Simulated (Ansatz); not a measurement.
# CH6BNO2 (SMILES OBNCO) at HF/3-21G

What is the energy change on altering one bond length of CH6BNO2 at HF/3-21G? 

The results are computed with Ansatz 0.2.0.

112 further runs of the same task are left out: 112 set aside as unsound or not needed.

### Step 1. Starting point

CH6BNO2 has 11 atoms, charge 0, and is taken as a singlet. As SMILES, `OBNCO`. The coordinates come from a PBE0-D4/def2-TZVP relaxation. This is a higher conformer, about 10 kJ/mol above the lowest found by a separate search.

Bond lengths: O1–B2 1.362 Å, B2–N3 1.416 Å, N3–C4 1.423 Å, C4–O5 1.424 Å, O1–H6 0.965 Å, B2–H7 1.197 Å, N3–H8 1.004 Å, C4–H9 1.100 Å, C4–H10 1.096 Å, O5–H11 0.962 Å. Some angles: O1–B2–N3 121.8°, B2–N3–C4 124.5°, N3–C4–O5 109.1°, O1–B2–H7 118.8°, N3–B2–H7 119.3°, B2–O1–H6 111.4°, B2–N3–H8 119.6°, C4–N3–H8 115.8°, N3–C4–H9 110.6°, N3–C4–H10 109.5°.

### Step 2. A single-point energy at HF/3-21G

File run.yaml:

```yaml
basis:
  gaussian:
    orbitals: 3-21G.json
crystal:
  periodic: [false, false, false]
  atoms:
    - {symbol: O, position_ang: [-0.365300, 1.867300, 0.524000]}
    - {symbol: B, position_ang: [-0.151000, 0.776300, 1.310700]}
    - {symbol: N, position_ang: [0.041300, -0.514500, 0.761600]}
    - {symbol: C, position_ang: [-0.074500, -0.827100, -0.621300]}
    - {symbol: O, position_ang: [0.833500, -0.016400, -1.360600]}
    - {symbol: H, position_ang: [-0.145900, 1.684700, -0.397300]}
    - {symbol: H, position_ang: [-0.135500, 0.915900, 2.499600]}
    - {symbol: H, position_ang: [0.344000, -1.265700, 1.354800]}
    - {symbol: H, position_ang: [-1.095800, -0.629000, -0.978300]}
    - {symbol: H, position_ang: [0.142100, -1.890000, -0.774600]}
    - {symbol: H, position_ang: [0.672700, -0.158500, -2.298200]}
hamiltonian:
  xc: hf
accuracy: high
output:
  orbitals: {seedname: orbitals}
```

The basis set 3-21G is read from a file made from the Basis Set Exchange's data (not shown).

The run is started by

```bash
$ ansatz run run.yaml --threads 1 --pin off --max-ram 3480MiB --events-out events.jsonl --progress --plain --runs-dir runs
```

Output:

```text
Warning: RAYON_NUM_THREADS=1 ignored (pool sized by the plan → 1); use --threads N
Functional definition: HF
  name "HF"
  exchange = exact_x
  correlation = 0
1382 factors; integrals over basis functions are off by at most 1.2e-8 eV
mean field evaluation 1: about -7310.7441 eV, gradient 4.0e1 eV
mean field evaluation 2: about -7311.2046 eV, gradient 4.0e1 eV
mean field evaluation 4: about -7314.4509 eV, gradient 2.7e0 eV
mean field evaluation 8: about -7314.4858 eV, gradient 2.1e-1 eV
mean field evaluation 16: about -7314.4860 eV, gradient 3.5e-8 eV
mean field -7314.48599665 eV, -268.8024024400 hartree, gradient 3.5e-8 eV, S^2 0.000000; 0 other end points of the search recorded, 0 dependent functions left out
reference -7314.48599665 eV, -268.8024024400 hartree; 20, 20 occupied and 37, 37 virtual orbitals, 1382 factors
Total energy: -7314.48599665 eV, -268.8024024400 hartree
```

It took 0.78 s on 1 thread of Arm Neoverse V1, shared host; peak memory 0.12 GiB.

### Step 3. The distorted shape, same level

File run.yaml:

```yaml
basis:
  gaussian:
    orbitals: 3-21G.json
crystal:
  periodic: [false, false, false]
  atoms:
    - {symbol: O, position_ang: [-0.307397, 2.023607, 1.215481]}
    - {symbol: B, position_ang: [-0.093097, 0.932607, 2.002181]}
    - {symbol: "N", position_ang: [0.099203, -0.358193, 1.453081]}
    - {symbol: C, position_ang: [-0.074500, -0.827100, -0.621300]}
    - {symbol: O, position_ang: [0.833500, -0.016400, -1.360600]}
    - {symbol: H, position_ang: [-0.087997, 1.841007, 0.294181]}
    - {symbol: H, position_ang: [-0.077597, 1.072207, 3.191081]}
    - {symbol: H, position_ang: [0.401903, -1.109393, 2.046281]}
    - {symbol: H, position_ang: [-1.095800, -0.629000, -0.978300]}
    - {symbol: H, position_ang: [0.142100, -1.890000, -0.774600]}
    - {symbol: H, position_ang: [0.672700, -0.158500, -2.298200]}
hamiltonian:
  xc: hf
accuracy: high
output:
  orbitals: {seedname: orbitals}
```

The basis set 3-21G is read from a file made from the Basis Set Exchange's data (not shown).

The run is started by

```bash
$ ansatz run run.yaml --threads 1 --pin off --max-ram 3480MiB --events-out events.jsonl --progress --plain --runs-dir runs
```

Output:

```text
Warning: RAYON_NUM_THREADS=1 ignored (pool sized by the plan → 1); use --threads N
[... 4 set-up lines as earlier in the session ...]
1346 factors; integrals over basis functions are off by at most 8.5e-9 eV
mean field evaluation 1: about -7305.9803 eV, gradient 4.4e1 eV
mean field evaluation 2: about -7306.3543 eV, gradient 4.5e1 eV
mean field evaluation 4: about -7310.9259 eV, gradient 3.7e0 eV
mean field evaluation 8: about -7310.9986 eV, gradient 4.7e-1 eV
mean field evaluation 16: about -7311.0003 eV, gradient 9.8e-9 eV
mean field -7311.00031709 eV, -268.6743060791 hartree, gradient 3.1e-8 eV, S^2 0.000000; 0 other end points of the search recorded, 0 dependent functions left out
reference -7311.00031709 eV, -268.6743060791 hartree; 20, 20 occupied and 37, 37 virtual orbitals, 1346 factors
Total energy: -7311.00031709 eV, -268.6743060791 hartree
```

It took 0.74 s on 1 thread of Arm Neoverse V1, shared host; peak memory 0.12 GiB.

### Step 4. What came out

At HF/3-21G:

```
                                                         quantity          value
                                        first shape: total energy  -268.80240 Eh
                                         first shape: HOMO energy      -10.84 eV
                                         first shape: LUMO energy        5.62 eV
                                       first shape: HOMO–LUMO gap       16.46 eV
                                    distorted shape: total energy  -268.67431 Eh
                                     distorted shape: HOMO energy      -10.40 eV
                                     distorted shape: LUMO energy        2.96 eV
                                   distorted shape: HOMO–LUMO gap       13.36 eV
energy change with the N3–C4 bond stretched from 1.423 to 2.134 Å       3.486 eV
```

What this shows: With the N3–C4 bond stretched from 1.423 to 2.134 Å the energy rises by 3.49 eV (80 kcal/mol). The first shape isn't relaxed at this level, so the change isn't measured from a minimum.
